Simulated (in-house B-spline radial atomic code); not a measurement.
# Pb⁶⁺: excited configurations in jj coupling

Aim: the energies of several excited configurations of Pb⁶⁺ above a reference configuration, each from its own self-consistent run.

The numbers are computed with in-house B-spline radial atomic code version 1 (Dirac-Hartree-Fock, average of configuration, Fermi nucleus, basis-set limit), except any that are marked as measured or tabulated.

### 1 The system

```
element       : lead (Z = 82)
charge        : +6
electrons     : 76
configuration : 1s2 2s2 2p6 3s2 3p6 3d10 4s2 4p6 4d10 4f14 5s2 5p6 5d-4 5d+4
Hamiltonian   : Dirac-Coulomb
nucleus       : Fermi, rms radius 5.501 fm
```

In configurations, a minus sign after the shell means j = l − 1/2 and a plus sign j = l + 1/2; the count of electrons follows.

Input settings:

```ini
Z = 82
electrons = 76.0
configuration = 1s2 2s2 2p6 3s2 3p6 3d10 4s2 4p6 4d10 4f14 5s2 5p6 5d-4 5d+4
hamiltonian = dirac
method = hf
spin_polarised = False
nucleus = fermi
rms_radius = 5.5012
mass_number = 208
atomic_mass = 207.976652005
speed_of_light = 137.035999084
```

From the earlier run of the reference: total energy -20904.845507 hartree. Levels, eight at most:

```tsv
orbital	occupation	energy (eV)	<r> (bohr)
4d5/2	6	-516.35	0.4345
5s1/2	2	-244.32	0.8582
4f5/2	6	-240.92	0.4482
4f7/2	8	-235.51	0.4537
5p1/2	2	-198.59	0.9118
5p3/2	4	-172.80	0.9881
5d3/2	4	-105.81	1.172
5d5/2	4	-102.37	1.205
```

### 2 Run with 1s2 2s2 2p6 3s2 3p6 3d10 4s2 4p6 4d10 4f14 5s2 5p6 5d-4 5d+3 6f-1

Input settings:

```ini
Z = 82
electrons = 76.0
configuration = 1s2 2s2 2p6 3s2 3p6 3d10 4s2 4p6 4d10 4f14 5s2 5p6 5d-4 5d+3 6f-1
hamiltonian = dirac
method = hf
spin_polarised = False
nucleus = fermi
rms_radius = 5.5012
mass_number = 208
atomic_mass = 207.976652005
speed_of_light = 137.035999084
```

### 3 Run with 1s2 2s2 2p6 3s2 3p6 3d10 4s2 4p6 4d10 4f-5 4f+8 5s2 5p6 5d-3 5d+5 6f-1

Input settings:

```ini
Z = 82
electrons = 76.0
configuration = 1s2 2s2 2p6 3s2 3p6 3d10 4s2 4p6 4d10 4f-5 4f+8 5s2 5p6 5d-3 5d+5 6f-1
hamiltonian = dirac
method = hf
spin_polarised = False
nucleus = fermi
rms_radius = 5.5012
mass_number = 208
atomic_mass = 207.976652005
speed_of_light = 137.035999084
```

### 4 Run with 1s2 2s2 2p6 3s2 3p6 3d10 4s2 4p6 4d-3 4d+6 4f14 5s2 5p6 5d-3 5d+5 6f-1

Input settings:

```ini
Z = 82
electrons = 76.0
configuration = 1s2 2s2 2p6 3s2 3p6 3d10 4s2 4p6 4d-3 4d+6 4f14 5s2 5p6 5d-3 5d+5 6f-1
hamiltonian = dirac
method = hf
spin_polarised = False
nucleus = fermi
rms_radius = 5.5012
mass_number = 208
atomic_mass = 207.976652005
speed_of_light = 137.035999084
```

### 5 Run with 1s2 2s2 2p6 3s2 3p6 3d10 4s2 4p6 4d10 4f14 5s2 5p6 5d-3 5d+5

Input settings:

```ini
Z = 82
electrons = 76.0
configuration = 1s2 2s2 2p6 3s2 3p6 3d10 4s2 4p6 4d10 4f14 5s2 5p6 5d-3 5d+5
hamiltonian = dirac
method = hf
spin_polarised = False
nucleus = fermi
rms_radius = 5.5012
mass_number = 208
atomic_mass = 207.976652005
speed_of_light = 137.035999084
```

### 6 1s2 2s2 2p6 3s2 3p6 3d10 4s2 4p6 4d10 4f14 5s2 5p6 5d-2 5d+6

Changes to the settings of step 5:

```diff
@@ -2,3 +2,3 @@
 electrons = 76.0
-configuration = 1s2 2s2 2p6 3s2 3p6 3d10 4s2 4p6 4d10 4f14 5s2 5p6 5d-3 5d+5
+configuration = 1s2 2s2 2p6 3s2 3p6 3d10 4s2 4p6 4d10 4f14 5s2 5p6 5d-2 5d+6
 hamiltonian = dirac
```

**Question.** How far above the reference does each configuration lie (order and size, in eV)?

As calculated:

| net move | configuration | energy above the reference (eV) | with Breit, QED, recoil (eV) | largest <r> (bohr) |
| --- | --- | --- | --- | --- |
| 5d3/2 → 5d5/2 | 1s2 2s2 2p6 3s2 3p6 3d10 4s2 4p6 4d10 4f14 5s2 5p6 5d-3 5d+5 | 3.020 | 2.976 | 1.20 |
| 2×5d3/2 → 2×5d5/2 | 1s2 2s2 2p6 3s2 3p6 3d10 4s2 4p6 4d10 4f14 5s2 5p6 5d-2 5d+6 | 5.676 | 5.591 | 1.20 |
| 5d5/2 → 6f5/2 | 1s2 2s2 2p6 3s2 3p6 3d10 4s2 4p6 4d10 4f14 5s2 5p6 5d-4 5d+3 6f-1 | 71.671 | 71.680 | 3.96 |
| 4f5/2, 5d3/2 → 5d5/2, 6f5/2 | 1s2 2s2 2p6 3s2 3p6 3d10 4s2 4p6 4d10 4f-5 4f+8 5s2 5p6 5d-3 5d+5 6f-1 | 204.69 | 204.85 | 3.93 |
| 4d3/2, 5d3/2 → 5d5/2, 6f5/2 | 1s2 2s2 2p6 3s2 3p6 3d10 4s2 4p6 4d-3 4d+6 4f14 5s2 5p6 5d-3 5d+5 6f-1 | 502.21 | 501.52 | 3.92 |

What this shows: At the bottom stands 5d3/2 → 5d5/2 (3.020 eV), at the top 4d3/2, 5d3/2 → 5d5/2, 6f5/2 (502.21 eV). Koopmans' estimate of the ionisation threshold is 102.37 eV; 2 configurations exceed it by over 2 % and could autoionise. Two partly filled shells share a symmetry and can mix in the average, which may lower the energy, for: 4f5/2, 5d3/2 → 5d5/2, 6f5/2; 4d3/2, 5d3/2 → 5d5/2, 6f5/2. These are averages over configurations, without correlation, not spectroscopic levels.
